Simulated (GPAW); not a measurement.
# Ta3N (P1) in GPAW: single point with PBE

Aim: the single point of Ta3N with PBE.

All numbers are computed with GPAW 26.7.0; they aren't measurements. Logs are shortened: lines on timing, memory, paths and dates and some standing lists are left out, and cuts for length are marked. The log counts tension as positive stress, the text compression.

### Step 1. The cell of the first run

The typed cell holds 4 atoms: a = 3.032 Å, b = 3.032 Å, c = 7.524 Å, α = 90.00°, β = 90.00°, γ = 120.00°.

The cell comes from a database or a generator and needn't be the stable form of this composition.

### Step 2. Single point, PBE (atoms moved at random, drawn with an rms of 0.05 Å)

Input file run.py:

```python
from ase import Atoms
from ase.dft.bandgap import bandgap
from ase.io import write
from ase.units import GPa
from gpaw import GPAW, PW

atoms = Atoms(['Ta', 'Ta', 'Ta', 'N'],
              cell=[[3.0322239879, 0.0, 0.0],
                    [-1.516111994, 2.6259830035, 0.0],
                    [0.0, 0.0, 7.524137]],
              scaled_positions=[[0.678557, 0.35183, 0.822402],
                                [0.347714, 0.664905, 0.175485],
                                [-0.00055, 0.000655, 0.495195],
                                [-0.003717, 0.015459, -0.006766]],
              pbc=True)

calc = GPAW(mode=PW(800),
            xc='PBE',
            kpts={'size': (10, 10, 4), 'gamma': True},
            occupations={'name': 'fermi-dirac', 'width': 0.05},
            nbands=40,
            convergence={'density': 1e-05, 'energy': 1e-05},
            maxiter=150,
            txt='gpaw.txt')
atoms.calc = calc
energy = atoms.get_potential_energy()
forces = atoms.get_forces()
stress = atoms.get_stress()
calc.write('gs.gpw')
write('result.traj', atoms)
print(f'Energy: {energy:.6f} eV')
print('Forces (eV/A):')
print(forces.round(4))
print('Stress (GPa):', (stress / GPa).round(3))
print('Fermi level:', round(calc.get_fermi_level(), 4), 'eV')
print(f'Gap: {bandgap(calc)[0]:.4f} eV, direct: {bandgap(calc, direct=True)[0]:.4f} eV')
```

Potentials or basis: GPAW PAW data sets (gpaw-data 1.2.1), pw.

Launch:

```console
> OMP_NUM_THREADS=1 python run.py
```

gpaw.txt:

```text
__  _  _
 | _ |_)|_||  |
 |__||  | ||/\| - 26.7.0

Input parameters:
  mode=PW(ecut=800.0),
  convergence={'density': 1e-05, 'energy': 1e-05},
  kpts=MonkhorstPack(size=(10, 10, 4), gamma=True),
  maxiter=150,
  nbands=40,
  occupations=Occupations(name='fermi-dirac', width=0.05),
  xc=XC(name='PBE')

Diagonalizing LCAO Hamiltonian
Converting LCAO to pw mode

            Ta

        Ta

         Ta

       N

Atoms  # Å, Bohr magnetons
|   | symbol |         x |        y |         z |    initial magnetic moments |
|---|--------|-----------|----------|-----------|-----------------------------|
| 0 |     Ta |  1.524123 | 0.923900 |  6.187865 | ( 0.0000,  0.0000,  0.0000) |
| 1 |     Ta |  0.046276 | 1.746029 |  1.320373 | ( 0.0000,  0.0000,  0.0000) |
| 2 |     Ta | -0.002661 | 0.001720 |  3.725915 | ( 0.0000,  0.0000,  0.0000) |
| 3 |      N | -0.034708 | 0.040595 | -0.050908 | ( 0.0000,  0.0000,  0.0000) |

Unit cell  # Å
| periodic |         x |        y |        z |  lengths |     angles |
|----------|-----------|----------|----------|----------|------------|
|      yes |  3.032224 | 0.000000 | 0.000000 | 3.032224 |  90.000000 |
|      yes | -1.516112 | 2.625983 | 0.000000 | 3.032224 |  90.000000 |
|      yes |  0.000000 | 0.000000 | 7.524137 | 7.524137 | 120.000000 |

Number of symmetries: 1
Symmetry operations  # r_c * U_cc + t_c -> r_c
|   | kind |            matrix            |
|---|------|------------------------------|
| 0 |  E   |  1, 0, 0,  0, 1, 0,  0, 0, 1 |

BZ-sampling:
  Number of BZ points: 400
  Number of IBZ points: 204

  Monkhorst-Pack size: [10, 10, 4]
  Monkhorst-Pack shift: [0.05, 0.05, 0.125]

K-points  # in reciprocal-cell coordinates
|     |                                coordinates |     weight |
|-----|--------------------------------------------|------------|
|   0 | (  0.00000000,   0.00000000,   0.00000000) | 0.00250000 |
|   1 | (  0.00000000,   0.00000000,   0.25000000) | 0.00500000 |
|   2 | (  0.00000000,   0.00000000,   0.50000000) | 0.00250000 |
|   3 | (  0.00000000,   0.10000000,  -0.25000000) | 0.00500000 |
|   4 | (  0.00000000,   0.10000000,   0.00000000) | 0.00500000 |
|   5 | (  0.00000000,   0.10000000,   0.25000000) | 0.00500000 |
|   6 | (  0.00000000,   0.10000000,   0.50000000) | 0.00500000 |
|   7 | (  0.00000000,   0.20000000,  -0.25000000) | 0.00500000 |
|   8 | (  0.00000000,   0.20000000,   0.00000000) | 0.00500000 |
|   9 | (  0.00000000,   0.20000000,   0.25000000) | 0.00500000 |
| ... |                                            |            |
| 203 | (  0.50000000,   0.50000000,   0.50000000) | 0.00250000 |

Plane wave coefficients: 3096
Cutoff: 800.0 eV

Spin-components: 1 (collinear spins)
Bands:           40
Projectors:      23
Spin-degeneracy: 2
Datatype:        complex128

Parallelization:
  kpt:    1
  domain: 1
  band:   1

Density:
  Valence electrons: 44.0
  Components: 1
  Grid points: [20 20 50]
  Charge: 0.0  # |e|

Potential:
  Grid points: [20 20 50]

species:
  Ta:
    name:    Tantalum
    Z:       73.0
    valence: 13
    core:    60
    charge:  0.0  # [|e|]
    compensation charges:
      type: gauss
      rc: 0.42  # [Å]
      lmax: 2
    cutoffs:
      filter: 2.36  # [Å]
      core: 3.45  # [Å]
    projectors
    | kind |    occ | energy [eV] | rcut [Å] |
    |------|--------|-------------|----------|
    |   5s |  2.000 |     -72.790 |    1.365 |
    |   6s |  2.000 |      -5.429 |    1.365 |
    |   5p |  6.000 |     -39.427 |    1.349 |
    |   6p |  0.000 |      -1.396 |    1.349 |
    |   5d |  3.000 |      -3.603 |    1.307 |
    |    d |        |      23.609 |    1.307 |

    Using partial waves for Ta as LCAO basis

  N:
    name:    Nitrogen
    Z:       7.0
    valence: 5
    core:    2
    charge:  0.0  # [|e|]
    compensation charges:
      type: gauss
      rc: 0.18  # [Å]
      lmax: 2
    cutoffs:
      filter: 1.11  # [Å]
      core: 0.96  # [Å]
    projectors
    | kind |    occ | energy [eV] | rcut [Å] |
    |------|--------|-------------|----------|
    |   2s |  2.000 |     -18.583 |    0.603 |
    |   2p |  3.000 |      -7.089 |    0.529 |
    |    s |        |       8.629 |    0.603 |
    |    p |        |      20.123 |    0.529 |
    |    d |        |       0.000 |    0.577 |

    Using partial waves for N as LCAO basis

Reference energy: -1273999.045707  # eV

eigensolver:
  PPCG
  Converge bands: occupied
  niter=2

density mixing:
  MSR1-Mixer
  Pratt-step length: 0.05
  Maximum mixing coefficient: 0.75
  Old densities: 10
  SVD Regularization: 0.005
  Good broyden scale: 1.0
  Trust region scale: 1.0
  Backstep threshold: 4.0
  History deletion threshold: 6.0
  Fourier metric: weight=20.0, sigma=0.015

occupation numbers:
  Fermi-Dirac:
    width: 0.0500  # eV

poisson solver:
  ecut: 6400.0  # eV

xc functional:
  name: PBE with 2 nearest neighbor stencil

convergence criteria:
- Maximum integral of absolute [dens]ity change: 1e-05 electrons / valence electron
- Maximum [total energy] change in last 3 cyles: 1e-05 eV / valence electron
- Maximum integral of absolute [eigenst]ate change: 4e-08 eV^2 / valence electron
maximum number of iterations: 150

SCF iterations
|iter     | |      energy | eigst |  dens |
|---------|-|-------------|-------|-------|
|iter:   1| |  -41.719927 | +0.08 |       |
|iter:   2| |  -41.171285 | -2.20 | -1.07 |
|iter:   3| |  -40.867029 | -1.38 | -1.13 |
|iter:   4| |  -40.046231 | -1.75 | -1.24 |
|iter:   5| |  -39.829139 | -2.73 | -1.53 |
|iter:   6| |  -39.929884 | -2.69 | -1.92 |
|iter:   7| |  -39.829347 | -2.91 | -1.76 |
|iter:   8| |  -39.829909 | -4.09 | -2.53 |
|iter:   9| |  -39.829991 | -5.65 | -3.26 |
|iter:  10| |  -39.829990c| -6.81 | -3.86 |
|iter:  11| |  -39.829991c| -7.68c| -4.40 |
|iter:  12| |  -39.829991c| -8.18c| -5.01c|

Converged in 12 steps
Energy contributions relative to reference atoms: (reference = -1273999.045707)

Energy contributions:
  Kinetic:          30.088012
  Coulomb:         -33.892376
  Zero:             -0.577191
  External:          0.000000
  Xc:              -35.435653
  Entropy:          -0.025566
  Spinorbit:         0.000000
  ----------------------------
  Free energy:     -39.842774
  Extrapolated:    -39.829991

dipole moment: (27.501653, -15.223011, 16.840295)  # |e|*Ang

Fermi level: 12.581
Eigenvalues  # (at kpt = [0.000, 0.000, 0.000])
| band index |      eig [eV] | occ [0-2] |
|------------|---------------|-----------|
|          0 |       -55.583 |     2.000 |
|        ... |               |           |
|         14 |         5.834 |     2.000 |
|         15 |         7.328 |     2.000 |
|         16 |         7.410 |     2.000 |
|         17 |         8.970 |     2.000 |
|         18 |        11.217 |     2.000 |
|         19 |        12.130 |     2.000 |
[... 8 lines left out ...]
|         28 |        14.988 |     0.000 |
|         29 |        15.980 |     0.000 |
|        ... |               |           |
|         39 |        29.841 |     0.000 |

No gap
No difference between direct/indirect transitions

Forces  # eV/Ang
|        x |        y |        z |
|----------|----------|----------|
| -0.27486 | -0.01839 | -0.12864 |  # Ta   0
| -0.37485 |  0.18541 | -0.84360 |  # Ta   1
| -0.00023 |  0.02473 |  0.37267 |  # Ta   2
|  0.65007 | -0.19163 |  0.59962 |  # N    3

Stress tensor  # eV/Ang^3
|         x |         y |         z |
|-----------|-----------|-----------|
|  0.011991 | -0.000509 |  0.002811 |
| -0.000509 |  0.006367 | -0.003780 |
|  0.002811 | -0.003780 | -0.004584 |

# Writing to gs.gpw (mode='')
```

Wall time 6.5 min (1 thread of Arm Neoverse V2, shared host); peak memory 0.71 GiB.

Results:

```
Free energy            : -39.8428 eV
Pressure               : -0.7 GPa
Largest force          : 0.942 eV/Å
Band gap on the k mesh : none (metal or under the smearing width)
```

Forces on the atoms (eV/Å):
```
Ta  -0.275 -0.018 -0.129
Ta  -0.375  0.185 -0.844
Ta   0.000  0.025  0.373
N    0.650 -0.192  0.600
```
